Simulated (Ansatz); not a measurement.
# CaB2 (P6/mmm) in Ansatz: relaxation of cell and atoms with r2SCAN+rVV10

Aim: the relaxation of cell and atoms of CaB2 with r2SCAN+rVV10.

Program: Ansatz 0.2.0. These are calculated values, not measurements. Logs are shortened: lines on timing, memory, paths and dates and some standing lists are left out, and cuts for length are marked.

### 1 Starting point

Symmetry: P6/mmm, No. 191, hexagonal system. The conventional cell has a = 3.226 Å, b = 3.226 Å, c = 4.067 Å, α = 90.00°, β = 90.00°, γ = 120.00°. Around Ca (site symmetry 6/mmm) lie 12 B at 2.76 Å. Around B (site symmetry -6m2) lie 3 B at 1.86 Å.

The cell comes from a database or a generator and needn't be the stable form of this composition.

### 2 Relaxation of cell and atoms, r2SCAN+rVV10

Contents of input.yaml:

```yaml
crystal:
  lattice:
    - [3.2264302843, 0.0, 0.0]
    - [-1.6132151421, 2.7941705897, 0.0]
    - [0.0, 0.0, 4.067392]
  atoms:
    - { symbol: Ca, position: [0.0, 0.0, 0.0] }
    - { symbol: B, position: [0.6666666667, 0.3333333333, 0.5] }
    - { symbol: B, position: [0.3333333333, 0.6666666667, 0.5] }
hamiltonian:
  xc: r2scan
  pseudopotentials: { kind: paw }
  dispersion: rvv10
kpoints:
  mp_grid: { grid: [9, 9, 7] }
scf:
  occupations: { method: fermi_dirac, width: 0.05 }
output:
  forces: true
  stress: true
  eigenvalues: true
relax:
  f_tol: 0.01
  max_steps: 40
  cell: { stress_tol: 0.05 }
```

Potentials or basis: Ansatz PAW.

Command:

```console
ansatz run input.yaml --threads 2 --pin off --max-ram 5632MiB --backend cpu --events-out ev --progress --plain --runs-dir out
```

The program printed:

```text
Warning: RAYON_NUM_THREADS=2 ignored (pool sized by the plan → 2); use --threads N
Engine: ansatz 0.2.0, aarch64-unknown-linux-gnu
Pseudopotentials: kind: paw
Pseudopotential: Ca, paw, valence charge 10, recommended cutoff 500 eV (meta_gga), Ca.paw.azcp
Pseudopotential: B, paw, valence charge 3, recommended cutoff 500 eV (meta_gga), B.paw.azcp
Functional definition: r2SCAN+rVV10
  parameter k0 = 0.174
  parameter k1 = 0.065
  parameter a1 = 4.9479
  exchange = r2scan_x(k0 = k0, k1 = k1, a1 = a1)
  correlation = r2scan_c + rvv10(11.95, 0.0093)
Crystal: 3 atoms, lattice volume = 36.668 Å³
Basis set: ecut = 500 eV, 921 PW (Γ), exchange–correlation on 108×108×144 points (64 copies of the dense FFT grid, shifted against one another)
Bands: 12, of which v1, the nominal top of the filled ones, is band 8 counted from 1 (7 counted from 0)
Symmetry: 24 space group operations
Space group: P6/mmm (ITA 191), of the structure as read, at distance tolerance 3.3e-5 Å
k-points: 48 of 567
Non-local potential: Ca, projectors of the file, l = 0: 3, l = 1: 2, l = 2: 2
Non-local potential: B, projectors of the file, l = 0: 2, l = 1: 2, l = 2: 1
PAW form: soft (Blöchl's): semilocal exchange-correlation on the pseudo side does not see the compensation charge
rVV10 density: all electrons in the spheres
PAW frozen core: Ca, regenerated for the run's functional (the file was generated under x = pbe(κ = 0.804, μ = 0.2195149727645171), c = pbe(β = 0.06672455060314922))
PAW frozen core: B, regenerated for the run's functional (the file was generated under x = pbe(κ = 0.804, μ = 0.2195149727645171), c = pbe(β = 0.06672455060314922))
PAW one-centre angular grid: Ca, 302 points (default); XC on 160 Gauss nodes
PAW one-centre angular grid: B, 302 points (default); XC on 160 Gauss nodes
Initial density: superposition of atomic densities (neutral atoms: chi_scale 0, normalization atom), corrected by the library's trained network
Initial wavefunctions: pseudopotential atomic-orbital guess
Functional: x = r2scan, c = r2scan + rvv10(b = 11.95, C = 0.0093); τ floored in thin density (d = 2e-4 eV/Å³)
SCF iter   1: F=—  HF=-2134.413289 eV  |F-HF|=—  |Δ(HF+E_count)|=         —  Δρ=7.85e-3  dr2=4.65e-2  dr2_τ=1.76e-1  ethr=1.77e-3  ⟨swp⟩=6.4  Hψ=4151  notcnv=0
preconditioner: auto → none  [metal: Δε(μ)=0.046 eV  Ē_g=16.167 eV  σ=0.050 eV  W_gap=0.22  n_scr=8 (ndim 8)  ℏωp=22.9 eV  f_vac=0.000  D(μ)=0.97/eV (n_scr^D=2)  sad-step TF]
SCF iter   2: F=—  HF=-2134.505170 eV  |F-HF|=—  |Δ(HF+E_count)|=   9.19e-2  Δρ=4.88e-3  dr2=1.74e-2  dr2_τ=1.56e-4  ethr=2.91e-4  ⟨swp⟩=2.0  Hψ=1344  notcnv=0
SCF iter   3: F=—  HF=-2134.501974 eV  |F-HF|=—  |Δ(HF+E_count)|=   3.20e-3  Δρ=6.00e-4  dr2=1.35e-4  dr2_τ=2.09e-5  ethr=1.09e-4  ⟨swp⟩=2.7  Hψ=1062  notcnv=0
SCF iter   4: F=—  HF=-2134.502090 eV  |F-HF|=—  |Δ(HF+E_count)|=   1.15e-4  Δρ=2.09e-4  dr2=1.14e-5  dr2_τ=2.20e-6  ethr=8.44e-7  ⟨swp⟩=2.0  Hψ=941  notcnv=0
SCF iter   5: F=—  HF=-2134.502092 eV  |F-HF|=—  |Δ(HF+E_count)|=   2.61e-6  Δρ=5.24e-5  dr2=7.85e-7  dr2_τ=4.24e-8  ethr=7.13e-8  ⟨swp⟩=2.0  Hψ=890  notcnv=0
[... 42 lines left out ...]
SCF iter   2: F=—  HF=-2134.503048 eV  |F-HF|=—  |Δ(HF+E_count)|=   2.77e-7  Δρ=1.16e-5  dr2=1.94e-8  dr2_τ=4.06e-9  ethr=7.01e-10  ⟨swp⟩=2.5  Hψ=991  notcnv=0
SCF iter   3: F=—  HF=-2134.503048 eV  |F-HF|=—  |Δ(HF+E_count)|=   1.24e-8  Δρ=1.72e-6  dr2=6.54e-10  dr2_τ=3.88e-10  ethr=1.21e-10  ⟨swp⟩=2.8  Hψ=969  notcnv=0
SCF iter   4: F=—  HF=-2134.503048 eV  |F-HF|=—  |Δ(HF+E_count)|=  3.17e-10  Δρ=5.25e-7  dr2=1.43e-10  dr2_τ=1.33e-11  ethr=4.09e-12  ⟨swp⟩=2.1  Hψ=781  notcnv=0
SCF iter   5: F=-2134.503048 eV  HF=-2134.503048 eV  |F-HF|=0.00e0  |Δ(HF+E_count)|=  1.27e-11  Δρ=1.65e-7  dr2=6.42e-12  dr2_τ=1.42e-12  ethr=1.00e-12  ⟨swp⟩=4.2  Hψ=2724  notcnv=0
SCF 5 converged in 5 iterations: F = -2134.503048 eV  dr2 = 6.42e-12
relax step   5: F+E_penalty+E_count = -2134.50304831 eV  Δ(F+E_penalty+E_count) = +3.994e-5 eV  max|allowed force component| = 1.357e-16 eV/Å  Δτ_max = 0.0000 Å  P = -0.006 GPa  Ω = 36.382 Å³  stress off target by 8.00e-3 GPa  SCF on the basis re-selected at this cell (its energy is not comparable with the rows above)  (5 SCF iters)
basis re-selected at this cell: Δ(F+E_penalty+E_count) = +3.994e-5 eV, ΔP = -0.001 GPa vs the last step (what re-selecting the basis moved, of the pressure what is left beyond the Pulay correction that the steps carried, after the strain that the cell walked since its last selection, with what the two solves' SCF thresholds leave and, on support functions, any second-order correction that the steps lacked; it is no measure of the basis error at this ecutwfc). This SCF's stress stands 8.00e-3 GPa from its target on what of the cell is left free (relax.cell.stress_tol is 5.00e-2 GPa) and its largest allowed force component is 1.36e-16 eV/Å (relax.f_tol is 1.00e-2 eV/Å): within both
SCF converged after 5 iterations
Free energy (F): -2134.503048 eV
Harris-Foulkes:  -2134.503048 eV  (|F-HF|=0.00e0)
Internal energy: -2134.496293 eV  (E = F + TS)
E sigma→0 (E₀):  -2134.499671 eV
Entropy (-TS):   -0.006755 eV (-2.252 meV/atom)
Fermi energy:    9.448069 eV
--- Per-component energies (eV) ---
  E_band       = -95.080921
  E_kinetic    = 373.753136
  E_local      = -653.746039  (includes V_loc(G=0)·N_el)
  E_nonlocal   = 86.120735
  E_hartree    = 212.977668
  E_xc         = -198.457084
  E_vxc        = -275.412452  (∫ρ·V_xc dr)
  E_paw        = -1023.891572  (= ΣΔE_a)
  E_vpaw       = -66.929291  (= ΣTr[D̂ρ^β])
  E_aug_tail   = -0.000006  (compensation charges beyond the density's cutoff)
  E_vtau       = 15.177645  (kinetic-family band-sum trace: ∫τ·v_τ [+ j·A + Jᵃ·Aᵃ] dr)
  E_ewald      = -930.995581
  E_core_change = -0.257549  (= ΣΔE_core)
  E_smearing   = -0.006755  (= −TS)
  E_closure    = 0.000000  (closes the sum)
  Σ components = -2134.503048   (vs F -2134.503048, Δ=0.00e0)
--- Forces (eV/Å), atoms counted from 1 ---
  atom   1  Ca     0.00000000     0.00000000     0.00000000
  atom   2  B      0.00000000    -0.00000000     0.00000000
  atom   3  B     -0.00000000     0.00000000     0.00000000
  max |Σ_I F_I| component: 3.70e-17 eV/Å
--- Stress (GPa, compression-positive) ---
       -0.007998      -0.000000       0.000000
       -0.000000      -0.007998      -0.000000
        0.000000      -0.000000      -0.003021
  P = ⅓ Tr σ = -0.0063 GPa (-0.063 kbar)
--- Band table (eV; the first three rows and the last of 48) ---
  k-point 0: bands = ["-32.0304", "-12.1483", "-11.9545", "-11.9545", "-1.7428", "7.4319", "9.8495", "9.8495", "10.1414", "15.2426", "15.2426", "16.1375"]
  k-point 1: bands = ["-32.0294", "-12.1792", "-11.9534", "-11.9534", "-1.5762", "6.6768", "9.9402", "9.9402", "10.9309", "14.9859", "14.9859", "15.2902"]
  k-point 2: bands = ["-32.0273", "-12.2475", "-11.9508", "-11.9508", "-1.1630", "5.4885", "10.1711", "10.1711", "12.2063", "14.4132", "14.4132", "14.4919"]
  k-point 47: bands = ["-31.8984", "-12.4728", "-12.4728", "-12.0389", "2.7500", "2.7500", "5.7563", "9.1006", "9.1006", "15.8258", "16.2283", "16.2283"]
--- Relaxed structure (4 steps of the walk, 4 accepted, 1 SCFs on fresh bases) ---
  F+E_penalty+E_count = -2134.50304831 eV   max|allowed force component| = 1.357e-16 eV/Å   (the final SCF, on the basis selected at the relaxed cell)
  cell:  # Å, volume = 36.3815 Å³
    - [3.216230502390962, -2.8776273303406705e-11, -1.7145249100604552e-34]
    - [-1.60811525117056, 2.7853373195113487, 1.148513912468295e-35]
    - [2.4561499187873737e-35, -1.0807059642664447e-34, 4.0612124377504]
  atoms:
    - { symbol: Ca, position: [-2.001614505175173e-34, 1.244510096446845e-35, 5.039209877698314e-35] }
    - { symbol: B, position: [0.6666666666666666, 0.33333333333333326, 0.49999999999999994] }
    - { symbol: B, position: [0.33333333333333326, 0.6666666666666666, 0.49999999999999994] }
```

It took 13 s on 2 threads of Arm Neoverse V2, shared host; peak memory 0.44 GiB.

Results:

- Free energy: -2134.5030 eV
- Relaxed volume: 12.13 Å³/atom
- Relaxed cell: a = 3.216 Å, b = 3.216 Å, c = 4.061 Å, α = 90.00°, β = 90.00°, γ = 120.00°
- Space group after relaxing (to 0.05 Å): P6/mmm (No. 191)
- Energy gained by relaxing: 0.3 meV/atom
- Ionic steps: 5
- Pressure after relaxing: 0.0 GPa
- Band gap on the k mesh: none (metal or under the smearing width)

Step by step:
```tsv
step	energy change (eV)	largest force (eV/Å)	volume (Å³)
1	0.0000	0.0000	36.67
2	-0.0007	0.0000	36.31
3	-0.0009	0.0000	36.37
4	-0.0010	0.0000	36.38
5	-0.0010	0.0000	36.38
```

Final structure:
```cif
data_structure
_symmetry_space_group_name_H-M 'P 1'
_symmetry_Int_Tables_number 1
_cell_length_a 3.2162
_cell_length_b 3.2162
_cell_length_c 4.0612
_cell_angle_alpha 90.000
_cell_angle_beta 90.000
_cell_angle_gamma 120.000
_cell_volume 36.38
loop_
_atom_site_label
_atom_site_type_symbol
_atom_site_fract_x
_atom_site_fract_y
_atom_site_fract_z
_atom_site_occupancy
Ca1 Ca 0.00000 0.00000 0.00000 1
B1 B 0.66667 0.33333 0.50000 1
B2 B 0.33333 0.66667 0.50000 1
```

Caveat: the plane-wave basis is chosen anew once the cell has moved, so the energies of steps on either side of that aren't comparable; pairwise dispersion overbinds metals, which lowers pressure and volume; the PAW data sets come from PBE, with cores solved anew for the run's functional, which leaves a small shift of forces and pressure.
